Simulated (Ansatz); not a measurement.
# C (diamond type): how the settings move a relaxation

Question: which choices in the input matter for C (diamond type)?

Method: reference: DFT, r2SCAN, PAW with Ansatz's default frozen-core files, scalar-relativistic, in Ansatz 0.2.0.

## (1) The system as given

The structure is cubic, space group Fd-3m (No. 227). The conventional cell has a = 3.573 Å, b = 3.573 Å, c = 3.573 Å, α = 90.00°, β = 90.00°, γ = 90.00°. C (site symmetry -43m) has 4 C at 1.55 Å as nearest neighbours.

Structure file:

```cif
data_structure
_symmetry_space_group_name_H-M 'P 1'
_symmetry_Int_Tables_number 1
_cell_length_a 2.5262
_cell_length_b 2.5262
_cell_length_c 2.5262
_cell_angle_alpha 60.000
_cell_angle_beta 60.000
_cell_angle_gamma 60.000
_cell_volume 11.40
loop_
_atom_site_label
_atom_site_type_symbol
_atom_site_fract_x
_atom_site_fract_y
_atom_site_fract_z
_atom_site_occupancy
C1 C 0.87500 0.87500 0.87500 1
C2 C 0.12500 0.12500 0.12500 1
```

## (2) Reference

Contents of input.yaml:

```yaml
crystal:
  lattice:
    - [0.0, 1.7863159877, 1.7863159877]
    - [1.7863159877, 0.0, 1.7863159877]
    - [1.7863159877, 1.7863159877, 0.0]
  atoms:
    - { symbol: C, position: [-0.125, -0.125, -0.125] }
    - { symbol: C, position: [0.125, 0.125, 0.125] }
kpoints:
  mp_grid: { grid: [16, 16, 16] }
scf:
  occupations: { method: fermi_dirac, width: 0.02 }
hamiltonian:
  xc: r2scan
  pseudopotentials: { kind: paw }
output:
  forces: true
  stress: true
  write_density: true
  write_potential: true
  elf: true
  volumetric_format: npy
relax:
  f_tol: 0.005
  max_steps: 40
  cell: {}
```

Started as:

```
$ ansatz run input.yaml --threads 2 --pin off --max-ram 4096MiB --backend cpu --events-out ev --progress --plain --runs-dir out
```

## (3) Changing settings: mp_grid.grid [24, 24, 24], xc lda

input.yaml: that of step 2 with these lines changed.

```diff
@@ -9,3 +9,3 @@
 kpoints:
-  mp_grid: { grid: [16, 16, 16] }
+  mp_grid: { grid: [24, 24, 24] }
 scf:
@@ -13,3 +13,3 @@
 hamiltonian:
-  xc: r2scan
+  xc: lda
   pseudopotentials: { kind: paw }
@@ -18,6 +18,2 @@
   stress: true
-  write_density: true
-  write_potential: true
-  elf: true
-  volumetric_format: npy
 relax:
```

Before running it: what results should come out? Wanted: for each run, ending; energy change; pressure; gap; force.

The runs gave:

| run | ending | energy change | pressure (GPa) | gap (eV) | force (eV/Å) | cycles | time |
| --- | --- | --- | --- | --- | --- | --- | --- |
| reference | converged | - | 0.0 | 4.37 | 0.00 | 17 | 3.4 s |
| 1: mp_grid.grid [24, 24, 24], xc lda | converged | not comparable | 0.0 | 4.17 | 0.00 | 47 | 6.7 s |

Times don't compare one to one where runs were asked for different outputs or read a saved state (see the inputs); cycles may leave out searches for a lower state.

After a change of functional the difference of the totals has no physical meaning; the gap on the mesh goes from 4.37 to 4.17 eV and the final volume goes from 11.28 to 11.01 Å³. The k-point mesh changed too.

The gaps are Kohn-Sham values of a semilocal functional, not quasiparticle or optical gaps. Such gaps usually fall short of the measured ones.
